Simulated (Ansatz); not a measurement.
Nb2B in Ansatz: the effect of Hubbard term

The system is Nb2B.

```
Nb B
1.0
     4.40760    0.00000    0.00000
    -2.20380    3.81710    0.00000
     0.00000    0.00000    2.66855
Nb B
2 1
Direct
  0.33333 0.66667 0.50000
  0.66667 0.33333 0.50000
  0.00000 0.00000 0.00000
```

The cell was built by a generator and needn't be a form met in nature.

Alike in all runs:

* Program: Ansatz 0.2.0
* Task: density of states
* Functional: r2SCAN
* Potentials or basis: Ansatz PAW
* Cutoff: 500 eV (not typed: the program's choice for these potentials)
* k mesh: 7 × 7 × 10
* Occupations: fermi-dirac, width 0.05 eV
* Spin: no spin polarisation
* Hubbard projectors: ortho-atomic (the default)
* Double counting: fll (the default)

```csv
Hubbard term,pressure (GPa)
none,?
Nb d U = 2 eV,0.8
Nb d U = 3 eV,2.1
```

What does the run with Hubbard term none give?

Pressure -1.2 GPa.

Caveats: the PAW data sets come from PBE, with cores solved anew for the run's functional, which leaves a small shift of forces and pressure; U without spin polarisation on a metal has little footing (some runs); the U is typed as a test and isn't derived for this compound (some runs).

Runs at the PBE level aren't shown here.
